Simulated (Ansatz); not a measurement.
# CH5BFN: rigid scan of one bond length from a Python script

How does the energy of CH5BFN change as one bond is stretched? Aim: a rigid scan of one bond length, for CH5BFN, run from a script. SMILES: CB(N)F.

All numbers are computed with Ansatz 0.2.0 through its Python package. Level of theory: CAM-B3LYP/6-31G*.

## Step 1: Starting point

Bond lengths: C1–B2 1.539 Å, B2–N3 1.505 Å, B2–F4 1.438 Å, C1–H5 1.116 Å, C1–H6 1.129 Å, C1–H7 1.137 Å, N3–H8 1.106 Å, N3–H9 1.094 Å. Angles: C1–B2–N3 120.8°, C1–B2–F4 119.9°, N3–B2–F4 119.2°, B2–C1–H5 113.0°, B2–C1–H6 114.8°, B2–C1–H7 110.0°, H5–C1–H6 108.8°, H5–C1–H7 105.0°, H6–C1–H7 104.4°, B2–N3–H8 106.0°, B2–N3–H9 111.0°, H8–N3–H9 102.8°.

The script holds or builds the structure itself.

## Step 2: The script

File ch5bfn.py:

```python
# -*- coding: utf-8 -*-
import ansatz as az
import matplotlib.pyplot as plt
import numpy as np


def main():
    system = (
        az.Crystal.molecule()
        .atom('C', (-0.3525, 0.9075, -0.5106))
        .atom('B', (-0.0593, -0.5853, -0.2797))
        .atom('N', (0.283, -1.0994, 1.0923))
        .atom('F', (-0.0323, -1.4915, -1.3954))
        .atom('H', (0.3108, 1.3673, -1.281))
        .atom('H', (-0.3249, 1.5444, 0.4213))
        .atom('H', (-1.4075, 1.0395, -0.9131))
        .atom('H', (1.3307, -1.4491, 1.0348))
        .atom('H', (0.3405, -0.2797, 1.8143))
    )

    symbols = [site.symbol for site in system.cartesian_sites]
    start = np.array([site.position_ang for site in system.cartesian_sites])
    axis = (start[6] - start[0]) / np.linalg.norm(start[6] - start[0])
    moving = [6]
    lengths, energies = [1.0, 1.046, 1.091, 1.137, 1.182, 1.228, 1.273, 1.341], []
    for length in lengths:
        xyz = start.copy()
        xyz[moving] += (length - np.linalg.norm(start[6] - start[0])) * axis
        point = az.Crystal.molecule()
        for symbol, place in zip(symbols, xyz):
            point = point.atom(symbol, place.tolist())
        calculation = point.calculation()
        calculation = calculation.basis(gaussian='6-31G*').functional('cam_b3lyp')
        summary = calculation.run(threads=1, backend='cpu').report
        energies.append(summary['free_energy_ev'])
        print(f'r = {length:6.3f} A  E = {energies[-1]:.5f} eV  <S^2> = {abs(summary["mean_field"]["state"]["spin_squared"]):.3f}')

    fit = np.polynomial.Polynomial.fit(lengths, np.array(energies) - min(energies), 4).convert()
    roots = [r.real for r in fit.deriv().roots() if abs(r.imag) < 1e-9 and fit.deriv(2)(r.real) > 0]
    r_e = min(roots, key=lambda r: abs(r - lengths[int(np.argmin(energies))]))
    print(f'minimum of the fit at {r_e:.4f} A, force constant {fit.deriv(2)(r_e):.2f} eV/A^2')
    plt.figure(figsize=(4.5, 3))
    plt.plot(lengths, np.array(energies) - min(energies), 'o-')
    plt.xlabel('bond length (A)')
    plt.ylabel('E - E(min) (eV)')
    plt.tight_layout()
    plt.savefig('scan.png', dpi=100)


if __name__ == '__main__':
    main()
```

## Step 3: The input behind the calls

The package turns the script's settings into the engine's input (first run):

```yaml
crystal:
  periodic: [false, false, false]
  atoms:
    - { symbol: C, position_ang: [-0.3525, 0.9075, -0.5106] }
    - { symbol: B, position_ang: [-0.0593, -0.5853, -0.2797] }
    - { symbol: "N", position_ang: [0.283, -1.0994, 1.0923] }
    - { symbol: F, position_ang: [-0.0323, -1.4915, -1.3954] }
    - { symbol: H, position_ang: [0.3108, 1.3673, -1.281] }
    - { symbol: H, position_ang: [-0.3249, 1.5444, 0.4213] }
    - { symbol: H, position_ang: [-1.2804930039600473, 1.0236090772727264, -0.8646447242596389] }
    - { symbol: H, position_ang: [1.3307, -1.4491, 1.0348] }
    - { symbol: H, position_ang: [0.3405, -0.2797, 1.8143] }
basis:
  gaussian:
    orbitals: "6-31G*"
hamiltonian:
  xc: cam_b3lyp
```

## Step 4: Launch

The run is started by

```bash
> python ch5bfn.py
```

The program printed:

```text
r =  1.000 A  E = -6001.00314 eV  <S^2> = 0.000
r =  1.046 A  E = -6001.14901 eV  <S^2> = 0.000
r =  1.091 A  E = -6001.20038 eV  <S^2> = 0.000
r =  1.137 A  E = -6001.18089 eV  <S^2> = 0.000
r =  1.182 A  E = -6001.10772 eV  <S^2> = 0.000
r =  1.228 A  E = -6000.99086 eV  <S^2> = 0.000
r =  1.273 A  E = -6000.84552 eV  <S^2> = 0.000
r =  1.341 A  E = -6000.58479 eV  <S^2> = 0.000
minimum of the fit at 1.1001 A, force constant 32.83 eV/A^2
```

Wall time 15 s (1 thread of Intel Xeon Platinum 8375C at 2.90GHz (Ice Lake), shared host); peak memory 0.25 GiB.

## Step 5: What changed from run to run

The engine's inputs for some of the other runs:

Run 2, against run 1:

```diff
@@ -10 +10 @@
-    - { symbol: H, position_ang: [-1.2804930039600473, 1.0236090772727264, -0.8646447242596389] }
+    - { symbol: H, position_ang: [-1.3231806821422094, 1.0289500948272718, -0.8809307815755824] }
```

Run 3, against run 1:

```diff
@@ -10 +10 @@
-    - { symbol: H, position_ang: [-1.2804930039600473, 1.0236090772727264, -0.8646447242596389] }
+    - { symbol: H, position_ang: [-1.3649403673204115, 1.0341750033045445, -0.896862794167266] }
```

Run 4, against run 1:

```diff
@@ -10 +10 @@
-    - { symbol: H, position_ang: [-1.2804930039600473, 1.0236090772727264, -0.8646447242596389] }
+    - { symbol: H, position_ang: [-1.4076280455025738, 1.03951602085909, -0.9131488514832095] }
```

Lines on the test bed's own set-up are left out of the output.

A comment line of the script is reworded here; the code is as run.

## Step 6: The engine's runs

One row for each of the 8 runs:

```csv
run,distance (Å),energy from run 3 (eV),SCF cycles,CPU time (s)
1,1.00,0.1972,16,1.5
2,1.05,0.0514,16,1.8
3,1.09,0.0000,16,1.8
4,1.14,0.0195,16,1.7
5,1.18,0.0927,15,1.5
6,1.23,0.2095,15,1.5
7,1.27,0.3549,15,1.5
8,1.34,0.6156,16,1.7
```

## Step 7: Results

```
                        quantity     value
bond length at the fit's minimum  1.1001 Å
                   runs compared         8
                 range of energy  0.616 eV
      lowest point, distance (Å)      1.09
```

In words: The curve has its lowest point inside the range, at 1.09. The ends stand 0.197 and 0.616 eV above it. The distance scanned is the script's pair 0, 6. What to keep in mind:
- The rest of the molecule is held rigid at a force-field or estimated start geometry, and the basis set is modest; single-reference methods fail as a bond breaks.
- The orbitals are restricted, so S² is zero by construction.
